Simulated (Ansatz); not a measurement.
# Si3C: a single-point run

Wanted: a converged single-point run for Si3C, and a check of what comes out. The structure is shown as the input types it. The cell is built on a prototype (ordering on diamond) and needn't be the phase found in nature.

Method: density functional or hybrid calculation with the settings of its input, plane waves (as first typed), in Ansatz 0.2.0.

4 further runs of the same task are left out: 3 for a known fault of the program, 1 that didn't finish.

### 1 The starting structure

The structure is tetragonal, space group P-4m2 (No. 115). Conventional cell: a = 3.432 Å, b = 3.432 Å, c = 5.000 Å, α = 90.00°, β = 90.00°, γ = 90.00°. C (site symmetry -4m2) is surrounded by 4 Si at 1.99 Å. Si (site symmetry 2mm) has 2 C at 1.99 Å and 2 Si at 2.27 Å as nearest neighbours. Si (site symmetry -4m2) has 4 Si at 2.27 Å as nearest neighbours.

As a file:

```
C Si
1.0
     3.43181    0.00000    0.00000
     0.00000    3.43181    0.00000
     0.00000    0.00000    5.00043
C Si
1 3
Direct
  0.00000 0.00000 0.00000
  0.00000 0.50000 0.20320
  0.50000 0.50000 0.50000
  0.50000 0.00000 0.79680
```

### 2 Input and run

Input file input.yaml:

```yaml
crystal:
  lattice:
    - [3.4318102017, 0.0, 0.0]
    - [0.0, 3.4318102017, 0.0]
    - [0.0, 0.0, 5.0004336163]
  atoms:
    - { symbol: C, position: [0.0, 0.0, 0.0] }
    - { symbol: Si, position: [0.0, 0.5, 0.2031984776] }
    - { symbol: Si, position: [0.5, 0.5, 0.5] }
    - { symbol: Si, position: [0.5, 0.0, 0.7968015224] }
kpoints:
  mp_grid: { grid: [6, 6, 4] }
hamiltonian:
  xc: pbe
scf:
  occupations: { method: fermi_dirac, width: 0.02 }
  n_extra_bands: 5
  max_iter: 87
output:
  forces: true
  stress: true
  eigenvalues: true
basis:
  ecutrho_ratio: 1
```

Command:

```console
> ansatz run input.yaml --threads 4 --pin off --max-ram 3686MiB --backend cpu --events-out ev --progress --plain --runs-dir out
```

**Question.** How will this run end, and is anything wrong with its input?

The run converged and reported no error, with warnings (cutoff below recommended). Its log warns: «basis.ecutrho_ratio = 1 (ecutrho = 420 eV) is below the records' recommended 1680 eV»

Look at the input: basis.ecutrho_ratio is 1. The density cutoff must be at least four times the energy cutoff of the waves.

To check: delete basis.ecutrho_ratio (the default then holds).
